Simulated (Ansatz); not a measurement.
# AlGa (singlet): from Hartree-Fock to the top rungs at distance Al1–Ga2 = 2.748 Å, cc-pVDZ

The task here is to estimate one member of a computed series from the others.

The runs use Ansatz 0.2.0, Gaussian basis; cc-pVDZ, core rule «outside noble gas», up to 19 orbitals frozen.

To be run: UHF; CCSD(T) on RHF; CCSD(T) on UHF; BCCD(T) on RHF; CISD; CCSDT(Q) on RHF; CCSDT(Q) on UHF; CCSDTQ on RHF; CASSCF and MRCISD+Q, 2 electrons in 2 orbitals; CASSCF and NEVPT2, 2 electrons in 2 orbitals; CASSCF and MRCISD+Q, 6 electrons in 8 orbitals; CASSCF and NEVPT2, 6 electrons in 8 orbitals; Full CI.

34 further runs of the same task are left out: 5 for a known fault of the program, 1 for a mislabelled method, 21 that didn't finish, 7 set aside as unsound or not needed.

### The geometry

The geometry derives from a PBE0/def2-TZVP stationary point (not a proven minimum). One bond is set to the value named and the two fragments are kept rigid. No spin-orbit coupling is included. The filled d shell of Ga may be among the frozen orbitals whatever the setting's name suggests; the logs give the count.

2 atoms, charge 0, spin multiplicity 1.

Atoms are counted from 1 here; the program's logs count them from 0.

No contacts short enough for the rule that draws bonds.

The first run:

Contents of in.yaml:

```yaml
crystal:
  periodic: [false, false, false]
  atoms:
    - {symbol: Al, position_ang: [0.000000, 0.000000, 0.000000]}
    - {symbol: Ga, position_ang: [0.000000, 0.000000, 2.748000]}
basis:
  gaussian: {orbitals: cc-pVDZ}
magnetization: {spin_polarized: true, initial_magnetization: 0}
hamiltonian: {xc: hf}
output: {orbitals: {seedname: orbitals}}
```

Run with:

```sh
$ ansatz run in.yaml --threads 1 --pin off --events-out ev --progress --plain --max-ram 2393MiB
```

Among the steps run: UHF; CCSD(T) on RHF; CCSD(T) on UHF; BCCD(T) on RHF; CISD; CCSDT(Q) on RHF; CCSDT(Q) on UHF; CCSDTQ on RHF; CASSCF and MRCISD+Q, 2 electrons in 2 orbitals; CASSCF and NEVPT2, 2 electrons in 2 orbitals; CASSCF and MRCISD+Q, 6 electrons in 8 orbitals; CASSCF and NEVPT2, 6 electrons in 8 orbitals; Full CI.

One of the session's tables, all rows but one given; the rest of the session is left out.

It belongs to the step «Misses and costs». 

| method | from FCI (kcal/mol) |
| --- | --- |
| RHF | +76.30 |
| RMP2 | +25.64 |
| CISD | +9.63 |
| RCCSD | +3.95 |
| RCCSD(T) | +1.86 |
| BCCD(T) | +1.86 |
| RCCSDT | ? |
| RCCSDT(Q) | +0.33 |
| RCCSDTQ | +0.05 |
| FCI | 0 |

**Question.** Estimate the row for RCCSDT.

The run gave: from FCI (kcal/mol): +0.77. In the column «from FCI (kcal/mol)» it lies between RCCSDT(Q) (+0.33) and RCCSD(T) (+1.86).

Not comparable, so not listed: CASSCF and MRCISD+Q, 2 electrons in 2 orbitals (they don't share determinant, frozen orbitals or solution with the rows shown, or repeat one).

Limits of these values: Left out of the table: CASSCF pair, NEVPT2 pair, CASSCF valence, NEVPT2 valence, MRCISD valence, MRCISD+Q valence (the active space lost an orbital or holds another state than full CI finds). Left out of the table: UHF, UMP2, UCCSD, UCCSD(T), UCCSDT, UCCSDT(Q) (another determinant or state than the rows shown). Warnings in the runs' records: passed over end.
